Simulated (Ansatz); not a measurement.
# AlBH8SSi2: up Jacob's ladder to CCSD(T)

The task here is to estimate one member of a computed series from the others.

Program: Ansatz 0.2.0, Gaussian basis. Level of theory: functionals in def2-TZVPP, the program's frozen cores in correlated methods. These are calculated values, not measurements.

The runs, in order: LDA (SPW92), PBE-D4, revPBE-D4, BLYP-D4, r2SCAN-D4, B97M-V, PBE0-D4, B3LYP-D4, r2SCANh-D4, r2SCAN0-D4, HSE06-D4, BHLYP-D4, CAM-B3LYP-D4, LC-ωPBE, ωB97X-V, ωB97M-V, B2PLYP, PBE-QIDH; CCSD(T)/def2-SVP; CCSD(T)/def2-TZVPP; MP2/def2-QZVPP; extrapolation to the limit; RPA on PBE.

## The geometry

The geometry comes from an earlier relaxation with PBE0-D4 in a triple-zeta def2 set; it is a stationary point, not always the lowest conformer.

13 atoms, charge 0, spin multiplicity 1.

Atoms are counted from 1 here; the program's logs count them from 0.

Bond lengths: B1–Si2 1.858 Å, B1–Al3 2.187 Å, B1–H6 1.195 Å, B1–H7 1.224 Å, Si2–Al3 2.760 Å, Si2–H8 1.485 Å, Si2–H9 1.484 Å, Al3–Si4 2.446 Å, Al3–S5 2.194 Å, Si4–H10 1.490 Å, Si4–H11 1.491 Å, Si4–H12 1.490 Å, S5–H13 1.343 Å. Angles: Si2–B1–Al3 85.6°, Si2–B1–H6 121.6°, Si2–B1–H7 119.3°, Al3–B1–H6 103.7°, Al3–B1–H7 73.2°, H6–B1–H7 118.6°, B1–Si2–Al3 52.2°, B1–Si2–H8 125.4°, B1–Si2–H9 123.9°, Al3–Si2–H8 98.2°, Al3–Si2–H9 118.3°, H8–Si2–H9 110.3°, B1–Al3–Si2 42.2°, B1–Al3–Si4 113.5°, B1–Al3–S5 127.2°, Si2–Al3–Si4 137.3°, Si2–Al3–S5 103.5°, Si4–Al3–S5 115.9° and more.

Coordinates:

```xyz
13

B    -0.8213   -0.2581    1.5140
Si   -1.9922   -1.2608    0.4766
Al    0.0508    0.3820   -0.3870
Si    2.4962    0.3572   -0.3963
S    -0.8997    1.6115   -1.9352
H     0.0953   -0.7650    2.0898
H    -0.8920    0.9632    1.4850
H    -3.0814   -0.7087   -0.3690
H    -1.8599   -2.7222    0.2575
H     3.0235    0.9160    0.8804
H     2.9933   -1.0438   -0.5105
H     3.0731    1.1442   -1.5221
H    -2.1651    1.3496   -1.5685
```

The first run:

in.yaml reads:

```yaml
crystal:
  periodic: [false, false, false]
  atoms:
    - {symbol: B, position_ang: [-0.821316, -0.258124, 1.513954]}
    - {symbol: Si, position_ang: [-1.992182, -1.260815, 0.476608]}
    - {symbol: Al, position_ang: [0.050765, 0.382030, -0.386958]}
    - {symbol: Si, position_ang: [2.496171, 0.357226, -0.396336]}
    - {symbol: S, position_ang: [-0.899673, 1.611471, -1.935189]}
    - {symbol: H, position_ang: [0.095310, -0.764966, 2.089753]}
    - {symbol: H, position_ang: [-0.891954, 0.963202, 1.484959]}
    - {symbol: H, position_ang: [-3.081402, -0.708689, -0.369020]}
    - {symbol: H, position_ang: [-1.859889, -2.722236, 0.257505]}
    - {symbol: H, position_ang: [3.023485, 0.915991, 0.880440]}
    - {symbol: H, position_ang: [2.993309, -1.043837, -0.510503]}
    - {symbol: H, position_ang: [3.073066, 1.144208, -1.522055]}
    - {symbol: H, position_ang: [-2.165089, 1.349639, -1.568455]}
basis:
  gaussian: {orbitals: def2-TZVPP}
hamiltonian: {xc: lda}
output: {orbitals: {seedname: orbitals}}
```

Steps of the session up to this table: LDA; PBE-D4 (GGA); revPBE-D4 (GGA); BLYP-D4 (GGA); r2SCAN-D4 (meta-GGA); B97M-V (meta-GGA); PBE0-D4 (hybrid); B3LYP-D4 (hybrid); r2SCANh-D4 (hybrid); r2SCAN0-D4 (hybrid); HSE06-D4 (hybrid); BHLYP-D4 (hybrid); CAM-B3LYP-D4 (range-separated); LC-ωPBE (range-separated); ωB97X-V (range-separated); ωB97M-V (range-separated); B2PLYP (double hybrid); PBE-QIDH (double hybrid).

One of the session's tables, all rows but one given; the rest of the session is left out.

It belongs to the step «Frontier levels by functional». 

| functional | HOMO (eV) | LUMO (eV) | gap (eV) |
| --- | --- | --- | --- |
| LDA (SPW92) | -6.15 | -3.34 | 2.81 |
| PBE-D4 | -6.03 | -3.14 | 2.90 |
| revPBE-D4 | -5.98 | -3.06 | 2.93 |
| BLYP-D4 | -5.84 | -2.93 | 2.91 |
| r2SCAN-D4 | -6.22 | -3.01 | 3.21 |
| B97M-V | ? | ? | ? |
| PBE0-D4 | -6.93 | -2.40 | 4.53 |
| B3LYP-D4 | -6.72 | -2.50 | 4.22 |
| r2SCANh-D4 | -6.55 | -2.74 | 3.81 |
| r2SCAN0-D4 | -7.05 | -2.34 | 4.71 |
| HSE06-D4 | -6.55 | -2.77 | 3.78 |
| BHLYP-D4 | -7.66 | -1.46 | 6.19 |
| CAM-B3LYP-D4 | -8.03 | -1.34 | 6.70 |
| LC-ωPBE | -9.27 | -0.41 | 8.87 |
| ωB97X-V | -8.97 | -0.43 | 8.54 |
| ωB97M-V | -8.77 | -0.61 | 8.16 |

**Question.** Estimate the row for B97M-V.

**Answer.** HOMO (eV): -6.28; LUMO (eV): -3.05; gap (eV): 3.23. In the column «HOMO (eV)» it lies between HSE06-D4 (-6.55) and r2SCAN-D4 (-6.22).
